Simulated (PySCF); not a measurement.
# H12O6V ([V(H2O)6]2+): the cost of one run

Programs: PySCF 2.14.0, with routines of our own; each step states its level. All values are computed. Atoms count from 0.

## 1. The system as given

19 atoms, charge 2, states of the metal's open shell are computed; geometry from: model start, shaken.

## 2. Geometry optimisation at PBE0-D3(BJ)/def2-SVP

The job: settings as JSON, then the geometry in Å.

```
{"job": {"xc": "PBE0", "basis": "def2-SVP", "d3": "d3bj", "grid": 1, "maxiter": 45, "solvent": "water", "kind": "geom"}, "charge": 2, "metal": "V", "open_shell": "d3"}
V      0.000020     0.004480    -0.004110
O     -0.013360    -0.006820     2.135130
H      0.775900     0.020100     2.717620
H     -0.784310     0.007350     2.730350
O      0.001580    -0.013960    -2.150440
H      0.785430    -0.020160    -2.731860
H     -0.803520    -0.019340    -2.752630
O      2.146470    -0.019010     0.004070
H      2.727350     0.772200    -0.037750
H      2.716920    -0.775730     0.001700
O     -2.172950    -0.007170    -0.014680
H     -2.737130     0.790910    -0.012110
H     -2.725490    -0.761730    -0.008750
O     -0.001680     2.151660     0.000960
H     -0.018380     2.726140     0.795380
H     -0.023210     2.737890    -0.773210
O     -0.009620    -2.119990     0.011430
H     -0.017990    -2.723880     0.783650
H     -0.002830    -2.714760    -0.776000
```

On the command line:

```console
OMP_NUM_THREADS=1 python lf_run.py task.json out
```

This one command runs all jobs of the session in turn.

Q: Estimate the wall time and peak memory of this first job on 1 thread of Arm Neoverse V1, shared host.

About 4.2 min, with a peak of 1.5 GiB.
